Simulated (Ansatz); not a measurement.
# Ru: the cost of one run

Computed with Ansatz 0.2.0 (DFT PBEsol, scalar-relativistic, plane waves, PAW, unless a step's input says otherwise).

18 further runs of the same task are left out: 18 set aside as unsound or not needed.

## 1. The starting structure

The structure is hexagonal, space group P6_3/mmc (No. 194). The conventional cell has a = 2.690 Å, b = 2.690 Å, c = 4.252 Å, α = 90.00°, β = 90.00°, γ = 120.00°. Ru (site symmetry -6m2) is surrounded by 12 Ru at 2.63 to 2.69 Å.

As a file:

```
CELL_PARAMETERS angstrom
2.68968 0.00000 0.00000
-1.34484 2.32934 0.00000
0.00000 0.00000 4.25238
ATOMIC_POSITIONS crystal
Ru 0.33333 0.66667 0.25000
Ru 0.66667 0.33333 0.75000
```

It is the result of an earlier relaxation at this level (volume 13.32 Å³/atom; gap on the mesh: none (metal)).

## 2. The scan

The energy is mapped over a normal mode and a strain (zone-centre modes of the cell shown) (x along [1 0 0], y along [1 2 0], z along [0 0 1] of the conventional cell).

- amplitude of mode 5 (202 cm⁻¹), largest displacement in the unstrained cell: 7 values from −0.140 to 0.140 Å
- equal normal strain along x and y: 7 values from −4.00 to 4.00 %

Nothing else is relaxed (the pattern is fixed in fractional coordinates). Energies count from the relaxed high-symmetry cell. Points are written as (first, second).

The modes come from a phonon run on the reference cell, made beforehand.

The patterns, per unit of each coordinate (Å):

| atom | x1 | y1 | z1 |
| --- | --- | --- | --- |
| Ru1 | 0.000 | 1.000 | 0.000 |
| Ru2 | 0.000 | -1.000 | 0.000 |

## 3. Grid point (−0.140 Å, 1.33 %)

input.yaml

```yaml
crystal:
  lattice:
    - [2.7254575605, 0.0, 0.0]
    - [-1.3627287802, 2.3603154843, 0.0]
    - [0.0, 0.0, 4.2523798378]
  atoms:
    - { symbol: Ru, position: [0.3032818421, 0.6065636843, 0.25] }
    - { symbol: Ru, position: [0.6967181579, 0.3934363157, 0.75] }
basis:
  ecutwfc: 420
kpoints:
  mp_grid: { grid: [18, 18, 10] }
hamiltonian:
  xc: pbesol
  pseudopotentials: { kind: paw, azcp: { folder: soft_1 } }
scf:
  occupations: { method: gaussian, width: 0.15 }
output:
  forces: true
  stress: true
  eigenvalues: true
```

The run is started by

```
> ansatz run input.yaml --threads 1 --pin off --max-ram 2048MiB --backend cpu --events-out ev --progress --plain --runs-dir out
```

What time and memory should one allow on 1 thread of Intel Xeon 6975P-C (Granite Rapids), shared host?

About 7.2 s, with a peak of 0.56 GiB.
